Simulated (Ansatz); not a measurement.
# Cs2CuSbCl6: the cost of one run

Program: Ansatz 0.2.0. Level of theory: DFT LDA, scalar-relativistic, plane waves, PAW. These are calculated values, not measurements.

## (1) Starting point

Symmetry: Fm-3m, No. 225, cubic system. Conventional cell: a = 10.510 Å, b = 10.510 Å, c = 10.510 Å, α = 90.00°, β = 90.00°, γ = 90.00°. Cs (site symmetry -43m) has 12 Cl at 3.72 Å as nearest neighbours. Cu (site symmetry m-3m) is surrounded by 6 Cl at 2.56 Å. Around Sb (site symmetry m-3m) lie 6 Cl at 2.70 Å. Cl (site symmetry 4mm) is surrounded by 1 Cu at 2.56 Å and 1 Sb at 2.70 Å.

Structure file:

```xyz
10
Lattice="0.0000 5.2549 5.2549 5.2549 0.0000 5.2549 5.2549 5.2549 0.0000" Properties=species:S:1:pos:R:3 pbc="T T T"
Cs    7.8823    7.8823    7.8823
Cs    2.6274    2.6274    2.6274
Cu    5.2549    5.2549    5.2549
Sb    0.0000    0.0000    0.0000
Cl    2.6994    5.2549    5.2549
Cl    5.2549    5.2549    2.6994
Cl    7.8103    5.2549    5.2549
Cl    5.2549    2.6994    5.2549
Cl    5.2549    7.8103    5.2549
Cl    5.2549    5.2549    7.8103
```

The structure comes from the Materials Project (structure only).

## (2) Self-consistent density

input.yaml

```yaml
crystal:
  lattice:
    - [0.0, 5.254878, 5.254878]
    - [5.254878, 0.0, 5.254878]
    - [5.254878, 5.254878, 0.0]
  atoms:
    - { symbol: Cs, position: [0.75, 0.75, 0.75] }
    - { symbol: Cs, position: [0.25, 0.25, 0.25] }
    - { symbol: Cu, position: [0.5, 0.5, 0.5] }
    - { symbol: Sb, position: [0.0, 0.0, 0.0] }
    - { symbol: Cl, position: [0.743149, 0.256851, 0.256851] }
    - { symbol: Cl, position: [0.256851, 0.256851, 0.743149] }
    - { symbol: Cl, position: [0.256851, 0.743149, 0.743149] }
    - { symbol: Cl, position: [0.256851, 0.743149, 0.256851] }
    - { symbol: Cl, position: [0.743149, 0.256851, 0.743149] }
    - { symbol: Cl, position: [0.743149, 0.743149, 0.256851] }
basis:
  ecutwfc: 420
  fft_grid_basis: typed
kpoints:
  mp_grid: { grid: [4, 4, 4] }
hamiltonian:
  xc: lda
  pseudopotentials: { kind: paw }
scf:
  occupations: { method: gaussian, width: 0.05 }
output:
  forces: true
  stress: true
  eigenvalues: true
  bader: true
  write_density: true
  volumetric_format: npy
  elf: true
```

Launch:

```console
> ansatz run input.yaml --threads 2 --pin off --max-ram 4096MiB --backend cpu --events-out ev --progress --plain --runs-dir out
```

**Question.** How long does this run take on 2 threads of Arm Neoverse N1, shared host, and how much memory does it need?

About 50 s, with a peak of 0.61 GiB.
